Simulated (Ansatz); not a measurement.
**C3H7AlSn: one species, many methods**

One table from this session's results is given with a row withheld; the runs are named, their logs left out.

Method: functionals in def2-TZVPP, the program's frozen cores in correlated methods; program: Ansatz 0.2.0, Gaussian basis.

The runs, in order: PBE-D4, r2SCAN-D4, PBE0-D4, B3LYP-D4, ωB97X-V, ωB97M-V, B2PLYP; CCSD(T)/def2-TZVPP; MP2/def2-QZVPP; extrapolation to the limit.

**Structure used throughout**

The geometry comes from an earlier relaxation with PBE0-D4 in a triple-zeta def2 set; it is a stationary point, not always the lowest conformer. Sn takes the def2 core potential; no spin-orbit term is included.

12 atoms, charge 0, spin multiplicity 1.

Atoms are counted from 1 here; the program's logs count them from 0.

Bond lengths: Al1–C2 2.210 Å, Al1–C3 2.063 Å, Al1–C4 2.128 Å, Al1–H6 1.581 Å, Al1–H7 1.581 Å, C2–C3 1.374 Å, C2–H8 1.086 Å, C2–H9 1.086 Å, C3–C4 1.259 Å, C4–Sn5 2.100 Å, Sn5–H10 1.701 Å, Sn5–H11 1.701 Å, Sn5–H12 1.704 Å. Angles: C2–Al1–C3 37.3°, C2–Al1–C4 72.2°, C2–Al1–H6 110.3°, C2–Al1–H7 110.3°, C3–Al1–C4 34.9°, C3–Al1–H6 116.5°, C3–Al1–H7 116.5°, C4–Al1–H6 111.9°, C4–Al1–H7 111.9°, H6–Al1–H7 127.0°, Al1–C2–C3 65.5°, Al1–C2–H8 113.6°, Al1–C2–H9 113.6°, C3–C2–H8 118.6°, C3–C2–H9 118.6°, H8–C2–H9 116.2°, Al1–C3–C2 77.2°, Al1–C3–C4 75.4° and more.

Set-up of the first run:

in.yaml reads:

```yaml
crystal:
  periodic: [false, false, false]
  atoms:
    - {symbol: Al, position_ang: [-1.475359, 0.662071, 0.656732]}
    - {symbol: C, position_ang: [-0.428345, -0.693846, 2.052433]}
    - {symbol: C, position_ang: [0.197747, -0.530354, 0.840516]}
    - {symbol: C, position_ang: [0.283931, -0.037065, -0.314490]}
    - {symbol: Sn, position_ang: [1.437480, 0.036626, -2.067263]}
    - {symbol: H, position_ang: [-1.328415, 2.162019, 1.135899]}
    - {symbol: H, position_ang: [-2.777840, -0.033290, 0.090092]}
    - {symbol: H, position_ang: [-0.962208, -1.620065, 2.241231]}
    - {symbol: H, position_ang: [-0.017425, -0.190708, 2.922208]}
    - {symbol: H, position_ang: [1.911404, 1.654806, -2.289837]}
    - {symbol: H, position_ang: [0.444126, -0.484346, -3.345670]}
    - {symbol: H, position_ang: [2.791904, -0.981048, -1.887952]}
basis:
  gaussian: {orbitals: def2-TZVPP}
hamiltonian: {xc: pbe, dispersion: d4}
output: {forces: true, orbitals: {seedname: orbitals}}
```

Launch:

```console
$ ansatz run in.yaml --threads 4 --pin off --events-out ev --progress --plain --max-ram 10444MiB
```

Among the steps run: PBE-D4 (GGA); r2SCAN-D4 (meta-GGA); PBE0-D4 (hybrid); B3LYP-D4 (hybrid); ωB97X-V (range-separated); ωB97M-V (range-separated); B2PLYP (double hybrid); CCSD(T) in def2-TZVPP; MP2 in def2-QZVPP.

One of the session's tables, all rows but one given; the rest of the session is left out.

It belongs to the step «Atomisation energies». 

| method | atomisation energy (kJ/mol) |
| --- | --- |
| PBE-D4 | 4098.4 |
| r2SCAN-D4 | 4061.6 |
| PBE0-D4 | 4042.7 |
| B3LYP-D4 | 4025.8 |
| ωB97X-V | 4052.8 |
| ωB97M-V | 4044.2 |
| B2PLYP | 3985.6 |
| HF/def2-TZVPP | 2939.1 |
| MP2/def2-TZVPP | ? |
| CCSD/def2-TZVPP | 3882.5 |
| CCSD(T)/def2-TZVPP | 3953.4 |
| MP2/CBS | 4080.5 |
| CCSD(T)/CBS | 4047.7 |

Estimate the missing values for MP2/def2-TZVPP.

As computed: atomisation energy (kJ/mol): 3986.2. In the column «atomisation energy (kJ/mol)» it lies between B2PLYP (3985.6) and B3LYP-D4 (4025.8).
